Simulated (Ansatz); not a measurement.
# CaH4 (one pair in eight cells): the cost of one run

Method: DFT r2SCAN, scalar-relativistic, plane waves, PAW, in Ansatz 0.2.0.

## Step 1: Starting point

The structure is tetragonal, space group I4/mmm (No. 139). The conventional cell has a = 6.715 Å, b = 6.715 Å, c = 10.986 Å, α = 90.00°, β = 90.00°, γ = 90.00°. Ca (site symmetry 4mm) has 18 H at 2.17 to 2.40 Å as nearest neighbours. H (site symmetry m) is surrounded by 4 H at 1.89 to 1.95 Å and 4 Ca at 2.17 Å. Around H (site symmetry 4mm) lie 1 H at 1.01 Å. Around Ca (site symmetry m2m) lie 18 H at 2.17 to 2.43 Å. H (site symmetry m) is surrounded by 1 H at 0.76 Å. Around H (site symmetry m) lie 4 H at 1.95 Å and 4 Ca at 2.17 Å. Ca (site symmetry -4m2) is surrounded by 18 H at 2.17 to 2.40 Å. Around H (site symmetry 2mm) lie 1 H at 0.76 Å. Only part of the 9 independent sites is listed.

Coordinates:

```cif
data_structure
_symmetry_space_group_name_H-M 'P 1'
_symmetry_Int_Tables_number 1
_cell_length_a 7.2609
_cell_length_b 7.2609
_cell_length_c 7.2609
_cell_angle_alpha 124.916
_cell_angle_beta 124.916
_cell_angle_gamma 81.677
_cell_volume 247.68
loop_
_atom_site_label
_atom_site_type_symbol
_atom_site_fract_x
_atom_site_fract_y
_atom_site_fract_z
_atom_site_occupancy
Ca1 Ca 0.00000 0.00000 0.00000 1
H1 H 0.37500 0.12500 0.25000 1
H2 H 0.12500 0.37500 0.25000 1
H3 H 0.20387 0.20387 0.00000 1
H4 H 0.29613 0.29613 0.00000 1
Ca2 Ca 0.00000 0.00000 0.50000 1
H5 H 0.37500 0.12500 0.75000 1
H6 H 0.12500 0.37500 0.75000 1
H7 H 0.21525 0.21525 0.50000 1
H8 H 0.28475 0.28475 0.50000 1
Ca3 Ca 0.00000 0.50000 0.00000 1
H9 H 0.37500 0.62500 0.25000 1
H10 H 0.12500 0.87500 0.25000 1
H11 H 0.21525 0.71525 0.00000 1
H12 H 0.28475 0.78475 0.00000 1
Ca4 Ca 0.00000 0.50000 0.50000 1
H13 H 0.37500 0.62500 0.75000 1
H14 H 0.12500 0.87500 0.75000 1
H15 H 0.21525 0.71525 0.50000 1
H16 H 0.28475 0.78475 0.50000 1
Ca5 Ca 0.50000 0.00000 0.00000 1
H17 H 0.87500 0.12500 0.25000 1
H18 H 0.62500 0.37500 0.25000 1
H19 H 0.71525 0.21525 0.00000 1
H20 H 0.78475 0.28475 0.00000 1
Ca6 Ca 0.50000 0.00000 0.50000 1
H21 H 0.87500 0.12500 0.75000 1
H22 H 0.62500 0.37500 0.75000 1
H23 H 0.71525 0.21525 0.50000 1
H24 H 0.78475 0.28475 0.50000 1
Ca7 Ca 0.50000 0.50000 0.00000 1
H25 H 0.87500 0.62500 0.25000 1
H26 H 0.62500 0.87500 0.25000 1
H27 H 0.71525 0.71525 0.00000 1
H28 H 0.78475 0.78475 0.00000 1
Ca8 Ca 0.50000 0.50000 0.50000 1
H29 H 0.87500 0.62500 0.75000 1
H30 H 0.62500 0.87500 0.75000 1
H31 H 0.71525 0.71525 0.50000 1
H32 H 0.78475 0.78475 0.50000 1
```

## Step 2: Single point: CaH4 (one pair in eight cells), no spin

File input.yaml:

```yaml
crystal:
  lattice:
    - [-3.3574063057, 3.3574063057, 5.4932487304]
    - [3.3574063057, -3.3574063057, 5.4932487304]
    - [3.3574063057, 3.3574063057, -5.4932487304]
  atoms:
    - { symbol: Ca, position: [0.0, 0.0, 0.0] }
    - { symbol: H, position: [0.375, 0.125, 0.25] }
    - { symbol: H, position: [0.125, 0.375, 0.25] }
    - { symbol: H, position: [0.2038732823, 0.2038732823, 0.0] }
    - { symbol: H, position: [0.2961267177, 0.2961267177, 0.0] }
    - { symbol: Ca, position: [0.0, 0.0, 0.5] }
    - { symbol: H, position: [0.375, 0.125, 0.75] }
    - { symbol: H, position: [0.125, 0.375, 0.75] }
    - { symbol: H, position: [0.2152508847, 0.2152508847, 0.5] }
    - { symbol: H, position: [0.2847491153, 0.2847491153, 0.5] }
    - { symbol: Ca, position: [0.0, 0.5, 0.0] }
    - { symbol: H, position: [0.375, 0.625, 0.25] }
    - { symbol: H, position: [0.125, 0.875, 0.25] }
    - { symbol: H, position: [0.2152508847, 0.7152508847, 0.0] }
    - { symbol: H, position: [0.2847491153, 0.7847491153, 0.0] }
    - { symbol: Ca, position: [0.0, 0.5, 0.5] }
    - { symbol: H, position: [0.375, 0.625, 0.75] }
    - { symbol: H, position: [0.125, 0.875, 0.75] }
    - { symbol: H, position: [0.2152508847, 0.7152508847, 0.5] }
    - { symbol: H, position: [0.2847491153, 0.7847491153, 0.5] }
    - { symbol: Ca, position: [0.5, 0.0, 0.0] }
    - { symbol: H, position: [0.875, 0.125, 0.25] }
    - { symbol: H, position: [0.625, 0.375, 0.25] }
    - { symbol: H, position: [0.7152508847, 0.2152508847, 0.0] }
    - { symbol: H, position: [0.7847491153, 0.2847491153, 0.0] }
    - { symbol: Ca, position: [0.5, 0.0, 0.5] }
    - { symbol: H, position: [0.875, 0.125, 0.75] }
    - { symbol: H, position: [0.625, 0.375, 0.75] }
    - { symbol: H, position: [0.7152508847, 0.2152508847, 0.5] }
    - { symbol: H, position: [0.7847491153, 0.2847491153, 0.5] }
    - { symbol: Ca, position: [0.5, 0.5, 0.0] }
    - { symbol: H, position: [0.875, 0.625, 0.25] }
    - { symbol: H, position: [0.625, 0.875, 0.25] }
    - { symbol: H, position: [0.7152508847, 0.7152508847, 0.0] }
    - { symbol: H, position: [0.7847491153, 0.7847491153, 0.0] }
    - { symbol: Ca, position: [0.5, 0.5, 0.5] }
    - { symbol: H, position: [0.875, 0.625, 0.75] }
    - { symbol: H, position: [0.625, 0.875, 0.75] }
    - { symbol: H, position: [0.7152508847, 0.7152508847, 0.5] }
    - { symbol: H, position: [0.7847491153, 0.7847491153, 0.5] }
scf:
  occupations: { method: gaussian, width: 0.03 }
output:
  forces: true
  stress: true
  eigenvalues: true
  write_density: true
  write_potential: true
  elf: true
  volumetric_format: npy
hamiltonian:
  xc: r2scan
basis:
  ecutwfc: 600
kpoints:
  mp_grid: { grid: [5, 5, 5] }
```

Started as:

```bash
$ ansatz run input.yaml --threads 4 --pin off --max-ram 10240MiB --backend cpu --events-out ev --progress --plain --runs-dir out
```

**Question.** How long does this run take on 4 threads of AMD EPYC 7R43 (Zen 3), shared host, and how much memory does it need?

About 40 s, with a peak of 2.1 GiB.
